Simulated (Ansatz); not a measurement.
# ClH₅OSi₂: up Jacob's ladder to CCSD(T)

The task here is to estimate one member of a computed series from the others.

Program: Ansatz 0.2.0, Gaussian basis. Level of theory: functionals in def2-TZVPP, the program's frozen cores in correlated methods. These are calculated values, not measurements.

Levels to be run: PBE-D4, r2SCAN-D4, PBE0-D4, B3LYP-D4, ωB97X-V, ωB97M-V, B2PLYP; CCSD(T)/def2-TZVPP; CCSD(T)/def2-QZVPP; extrapolation to the limit.

## Structure used throughout

An earlier PBE0-D4 in a triple-zeta def2 set relaxation fixed the geometry.

SMILES `O[SiH2][SiH2]Cl`, 9 atoms, charge 0, spin multiplicity 1.

Atoms are counted from 1 here; the program's logs count them from 0.

Bond lengths: O1–Si2 1.649 Å, O1–H5 0.958 Å, Si2–Si3 2.340 Å, Si2–H6 1.491 Å, Si2–H7 1.493 Å, Si3–Cl4 2.063 Å, Si3–H8 1.485 Å, Si3–H9 1.486 Å. Angles: Si2–O1–H5 118.2°, O1–Si2–Si3 106.8°, O1–Si2–H6 111.7°, O1–Si2–H7 111.7°, Si3–Si2–H6 109.9°, Si3–Si2–H7 109.3°, H6–Si2–H7 107.3°, Si2–Si3–Cl4 109.6°, Si2–Si3–H8 112.3°, Si2–Si3–H9 110.2°, Cl4–Si3–H8 107.9°, Cl4–Si3–H9 107.8°, H8–Si3–H9 108.9°.

Coordinates:

```xyz
9
ClH5OSi2
O    -1.0679    1.5968   -0.2502
Si    0.3910    0.8271   -0.2481
Si    0.0023   -1.3547    0.5033
Cl   -1.1615   -2.3637   -0.8693
H    -1.1161    2.4737   -0.6331
H     1.0003    0.7954   -1.6083
H     1.3676    1.4965    0.6613
H    -0.7038   -1.3830    1.8089
H     1.2881   -2.0881    0.6355
```

The first run:

Input file in.yaml:

```yaml
crystal:
  periodic: [false, false, false]
  atoms:
    - {symbol: O, position_ang: [-1.067872, 1.596823, -0.250189]}
    - {symbol: Si, position_ang: [0.390969, 0.827058, -0.248097]}
    - {symbol: Si, position_ang: [0.002267, -1.354679, 0.503347]}
    - {symbol: Cl, position_ang: [-1.161499, -2.363690, -0.869312]}
    - {symbol: H, position_ang: [-1.116124, 2.473727, -0.633127]}
    - {symbol: H, position_ang: [1.000334, 0.795447, -1.608261]}
    - {symbol: H, position_ang: [1.367616, 1.496495, 0.661265]}
    - {symbol: H, position_ang: [-0.703828, -1.383039, 1.808866]}
    - {symbol: H, position_ang: [1.288137, -2.088142, 0.635498]}
basis:
  gaussian: {orbitals: def2-TZVPP}
hamiltonian: {xc: pbe, dispersion: d4}
output: {forces: true, orbitals: {seedname: orbitals}}
```

Started as:

```sh
$ ansatz run in.yaml --threads 2 --pin off --events-out ev --progress --plain --max-ram 32768MiB --backend cpu
```

Among the steps run: PBE-D4 (GGA); r2SCAN-D4 (meta-GGA); PBE0-D4 (hybrid); B3LYP-D4 (hybrid); ωB97X-V (range-separated); ωB97M-V (range-separated); B2PLYP (double hybrid); CCSD(T) in def2-TZVPP; CCSD(T) in def2-QZVPP.

One of the session's tables, all rows but one given; the rest of the session is left out.

```
            method  atomisation energy (eV)
            PBE-D4                   29.589
         r2SCAN-D4                   29.719
           PBE0-D4                   29.311
          B3LYP-D4                        ?
           ωB97X-V                   29.935
           ωB97M-V                   29.757
            B2PLYP                   29.217
     HF/def2-TZVPP                   22.045
    MP2/def2-TZVPP                   29.198
   CCSD/def2-TZVPP                   28.553
CCSD(T)/def2-TZVPP                   28.909
           MP2/CBS                   30.132
       CCSD(T)/CBS                   29.869
```

Q: Estimate the row for B3LYP-D4 from the others.

The run gave: atomisation energy (eV): 29.527. In the column «atomisation energy (eV)» it lies between PBE0-D4 (29.311) and PBE-D4 (29.589).
